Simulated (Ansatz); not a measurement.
# CuSi16: the cost of one run

All numbers below are computed with Ansatz 0.2.0 (DFT PBEsol, plane waves, PAW, scalar-relativistic, no spin polarisation).

## 1. The structure to begin with

The cell holds 17 atoms (CuSi16): a = 7.679 Å, b = 7.679 Å, c = 7.679 Å, α = 60.00°, β = 60.00°, γ = 60.00°.

Structure file:

```
CELL_PARAMETERS angstrom
0.00000 5.43000 5.43000
5.43000 0.00000 5.43000
5.43000 5.43000 0.00000
ATOMIC_POSITIONS crystal
Si 0.00000 0.00000 0.00000
Si 0.12500 0.12500 0.12500
Si 0.00000 0.00000 0.50000
Si 0.12500 0.12500 0.62500
Si 0.00000 0.50000 0.00000
Si 0.12500 0.62500 0.12500
Si 0.00000 0.50000 0.50000
Si 0.12500 0.62500 0.62500
Si 0.50000 0.00000 0.00000
Si 0.62500 0.12500 0.12500
Si 0.50000 0.00000 0.50000
Si 0.62500 0.12500 0.62500
Si 0.50000 0.50000 0.00000
Si 0.62500 0.62500 0.12500
Si 0.50000 0.50000 0.50000
Si 0.62500 0.62500 0.62500
Cu 0.74463 0.24907 0.75766
```

## 2. Relaxing end A

Contents of input.yaml:

```yaml
crystal:
  lattice:
    - [0.0, 5.43, 5.43]
    - [5.43, 0.0, 5.43]
    - [5.43, 5.43, 0.0]
  atoms:
    - { symbol: Si, position: [0.0, 0.0, 0.0] }
    - { symbol: Si, position: [0.125, 0.125, 0.125] }
    - { symbol: Si, position: [0.0, 0.0, 0.5] }
    - { symbol: Si, position: [0.125, 0.125, 0.625] }
    - { symbol: Si, position: [0.0, 0.5, 0.0] }
    - { symbol: Si, position: [0.125, 0.625, 0.125] }
    - { symbol: Si, position: [0.0, 0.5, 0.5] }
    - { symbol: Si, position: [0.125, 0.625, 0.625] }
    - { symbol: Si, position: [0.5, 0.0, 0.0] }
    - { symbol: Si, position: [0.625, 0.125, 0.125] }
    - { symbol: Si, position: [0.5, 0.0, 0.5] }
    - { symbol: Si, position: [0.625, 0.125, 0.625] }
    - { symbol: Si, position: [0.5, 0.5, 0.0] }
    - { symbol: Si, position: [0.625, 0.625, 0.125] }
    - { symbol: Si, position: [0.5, 0.5, 0.5] }
    - { symbol: Si, position: [0.625, 0.625, 0.625] }
    - { symbol: Cu, position: [0.7446321, 0.249072, 0.757662] }
total_charge: 1
basis:
  ecutwfc: 420.0
kpoints:
  mp_grid: { grid: [2, 2, 2] }
hamiltonian:
  xc: pbesol
  pseudopotentials: { kind: paw, azcp: { folder: soft_1 } }
scf:
  occupations: { method: gaussian, width: 0.02 }
  lower_state_search: "off"
relax:
  f_tol: 0.03
  max_steps: 60
  adjacent_minimum: "off"
```

Started as:

```sh
ansatz run input.yaml --threads 1 --pin off --max-ram 3072MiB --backend cpu --events-out ev --progress --plain --runs-dir out
```

What time and memory should one allow on 1 thread of Arm Neoverse V2, shared host?

About 65 s, with a peak of 0.56 GiB.
